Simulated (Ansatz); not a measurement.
# Li: pressure against volume

The task here is to estimate one member of a computed series from the others.

Method: DFT PBEsol, scalar-relativistic, in Ansatz 0.2.0.

## The structure to begin with

Symmetry: R-3m, No. 166, trigonal system. Conventional cell: a = 3.101 Å, b = 3.101 Å, c = 22.765 Å, α = 90.00°, β = 90.00°, γ = 120.00°. Li (site symmetry -3m) has 12 Li at 3.10 Å as nearest neighbours. Around Li (site symmetry 3m) lie 12 Li at 3.09 to 3.10 Å.

Structure file:

```
Li
1.0
     1.55050    0.89518    7.58830
    -1.55050    0.89518    7.58830
     0.00000   -1.79036    7.58830
Li
3
Cartesian
  0.0000 0.0000 0.0000
  0.0000 0.0000 5.0538
  0.0000 0.0000 17.7111
```

Structure: COD 9017802, as refined from experiment and not relaxed.

Atoms are numbered in the order of the input: Li1, Li2, Li3.

Set-up of the first run:

input.yaml

```yaml
crystal:
  lattice:
    - [1.5188472484, 0.8769068677, 7.4333932688]
    - [-1.5188472484, 0.8769068677, 7.4333932688]
    - [0.0, -1.7538137355, 7.4333932688]
  atoms:
    - { symbol: Li, position: [0.0, 0.0, 0.0] }
    - { symbol: Li, position: [0.222, 0.222, 0.222] }
    - { symbol: Li, position: [0.778, 0.778, 0.778] }
kpoints:
  mp_grid: { grid: [12, 12, 12] }
  band_path:
    path:
      - [0.0, 0.0, 0.0]
      - [0.5, 0.5, 0.5]
      - [0.824055609, 0.175944391, 0.5]
      - [0.5, -0.175944391, 0.175944391]
      - [0.5, 0.0, 0.0]
      - [0.0, 0.0, 0.0]
      - [0.3379721955, -0.3379721955, 0.0]
      - [0.6620278045, 0.0, 0.3379721955]
      - [0.5, 0.0, 0.5]
    npoints: 5
scf:
  occupations: { method: fermi_dirac, width: 0.05 }
hamiltonian:
  xc: pbesol
  pseudopotentials: { kind: all_electron, lapw: { basis_error: 0.001 } }
output:
  forces: true
  stress: true
  eigenvalues: true
```

On the command line:

```sh
$ ansatz run input.yaml --threads 1 --pin off --max-ram 6144MiB --backend cpu --events-out ev --progress --plain --runs-dir out
```

Steps of the session up to this table: Volume × 0.94, LAPW; Volume × 0.94, PAW; Volume × 0.94, crystal datasets; Volume × 0.98, LAPW; Volume × 0.98, PAW; Volume × 0.98, crystal datasets; Volume × 1.01, LAPW; Volume × 1.01, PAW; Volume × 1.01, crystal datasets; Volume × 1.04, LAPW; Volume × 1.04, PAW; Volume × 1.04, crystal datasets.

One of the session's tables, all rows but one given; the rest of the session is left out.

It belongs to the step «The equation of state». 

```
          method  volume (Å³/atom)  pressure (GPa)  largest force (eV/Å)
            LAPW            19.801            0.28                 0.010
            LAPW            20.643           -0.29                 0.009
            LAPW            21.065               ?                     ?
            LAPW            21.275           -0.65                 0.009
            LAPW            21.907           -0.97                 0.008
             PAW            19.801            0.28                 0.010
             PAW            20.643           -0.29                 0.009
             PAW            21.065           -0.54                 0.009
             PAW            21.275           -0.65                 0.009
             PAW            21.907           -0.97                 0.008
crystal datasets            19.801            0.28                 0.010
crystal datasets            20.643           -0.29                 0.009
crystal datasets            21.065           -0.54                 0.009
crystal datasets            21.275           -0.65                 0.009
crystal datasets            21.907           -0.97                 0.008
```

Estimate the missing values for LAPW, 21.065.

The run gave: pressure (GPa): -0.53; largest force (eV/Å): 0.009. In the column «pressure (GPa)» it lies between crystal datasets, 21.065 (-0.54) and LAPW, 20.643 (-0.29).

Limits of these values: Shape and positions are held, so a fully relaxed modulus can be lower. Warnings in the runs' records: crystal datasets made.
